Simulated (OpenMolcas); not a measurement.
**GeH3F (fluorogermane) at HF/ANO-RCC-VDZP (DKH2)**

Aim: the vertical ionisation energy of GeH3F (fluorogermane) at HF/ANO-RCC-VDZP (DKH2), from 2 runs. 

The calculation is run with OpenMolcas 26.06.

## 1. The system as given

GeH3F has 5 atoms, charge 0, and is taken as a singlet. As SMILES, `[F][GeH3]`. The shape is that of a PBE0-D4/def2-TZVP optimisation.

Bond lengths: F1–Ge2 1.742 Å, Ge2–H3 1.533 Å, Ge2–H4 1.533 Å, Ge2–H5 1.533 Å. Angles: F1–Ge2–H3 106.2°, F1–Ge2–H4 106.2°, F1–Ge2–H5 106.3°, H3–Ge2–H4 112.5°, H3–Ge2–H5 112.5°, H4–Ge2–H5 112.5°.

## 2. A single-point energy at HF/ANO-RCC-VDZP (DKH2)

coord.xyz

```xyz
5

F     -1.046500     0.474300     1.162200
Ge     0.068200    -0.041600    -0.072800
H      1.331000    -0.512000     0.658600
H     -0.627800    -1.178000    -0.831200
H      0.325100     1.183600    -0.958100
```

job.inp

```
&GATEWAY
  Coord
  coord.xyz
  Basis
  ANO-RCC-VDZP
  Group
  NoSym

&SEWARD
  Relativistic
  R02O02
  Expert

&SCF
  PrOrbitals
  0
```

On the command line:

```sh
$ export MOLCAS_MEM=1860
$ pymolcas job.inp > job.log
```

The log of the run:

```text
--- Start Module: gateway ---
[...]
--- Stop Module: gateway /rc=_RC_ALL_IS_WELL_ ---
--- Start Module: seward ---
[...]
 ###    WARNING:  EXPERT option is ON!                                       ###
 ###############################################################################
               SEWARD will generate:
[...]
      Basis functions           56
--- Stop Module: seward /rc=_RC_ALL_IS_WELL_ ---
[...]
--- Start Module: scf ---
[...]
       Convergence after  10 Iterations
[...]
::    Total SCF energy                              -2198.3496857668
[...]
      Total spin, S                                     0.0000000000
[...]
      Total electronic charge=   44.000000
      Total            charge=   -0.000000
[...]
      Dipole Moment (debye):
      Origin of the operator (angstrom)=   -0.1439    0.0565    0.1622
                   X=  1.9139E+00               Y= -8.8526E-01               Z= -2.1209E+00           Total=  2.9908E+00
      Quadrupole Moment (debye*angstrom):
[...]
--- Stop Module: scf /rc=_RC_ALL_IS_WELL_ ---
[...]
```

It took 9.9 s on 1 thread of Intel Xeon Platinum 8259CL at 2.50GHz (Skylake/Cascade Lake), shared host; peak memory 0.41 GiB.

## 3. The doublet cation, same level

coord.xyz is that of step 2.

job.inp

```
* FGeH3 Hartree-Fock
>>> EXPORT MOLCAS_PRINT=2

&GATEWAY
 Coord = coord.xyz
 Basis = ANO-RCC-VDZP
 Group = NoSym

&SEWARD
 Relativistic = R02O02
 Expert

&SCF
 UHF
 Charge = 1
 Spin = 2
 PrOrbitals = 0
```

On the command line:

```sh
$ export MOLCAS_MEM=1860
$ pymolcas job.inp > job.log
```

The log of the run:

```text
--- Start Module: gateway ---
[...]
--- Stop Module: gateway /rc=_RC_ALL_IS_WELL_ ---
--- Start Module: seward ---
[...]
 ###    WARNING:  EXPERT option is ON!                                       ###
 ###############################################################################
               SEWARD will generate:
[...]
      Basis functions           56
--- Stop Module: seward /rc=_RC_ALL_IS_WELL_ ---
[...]
--- Start Module: scf ---
[...]
       Convergence after 127 Iterations
[...]
::    Total SCF energy                              -2197.8941874086
[...]
      Total spin, S                                     0.5301938902
[...]
      Total electronic charge=   43.000000
      Total            charge=    1.000000
[...]
      Dipole Moment (debye):
      Origin of the operator (angstrom)=   -0.1439    0.0565    0.1622
                   X=  3.3207E+00               Y= -2.7286E+00               Z= -3.1828E+00           Total=  5.3481E+00
      Center of Charge (angstrom)
[...]
--- Stop Module: scf /rc=_RC_ALL_IS_WELL_ ---
[...]
```

Run time: 20 s. Hardware: 1 thread of Intel Xeon Platinum 8259CL at 2.50GHz (Skylake/Cascade Lake), shared host; peak memory 0.41 GiB.

## 4. Outcome

At HF/ANO-RCC-VDZP (DKH2):

| quantity | value |
| --- | --- |
| singlet GeH3F: total energy | -2198.34969 Eh |
| singlet GeH3F: dipole moment | 2.99 D |
| singlet GeH3F: HOMO energy | -13.38 eV |
| singlet GeH3F: LUMO energy | 2.45 eV |
| singlet GeH3F: HOMO–LUMO gap | 15.83 eV |
| doublet cation: total energy | -2197.89419 Eh |
| doublet cation: HOMO energy (highest over α and β) | -19.74 eV |
| doublet cation: LUMO energy (lowest over α and β) | -11.46 eV |
| doublet cation: ⟨S²⟩ | 0.811 |
| vertical ionisation energy (to the doublet cation) | 12.395 eV |

What this shows: The vertical ionisation energy comes to 12.39 eV (1196 kJ/mol). The negative HOMO energy of the first species, 13.38 eV, lies 0.99 eV above that difference.
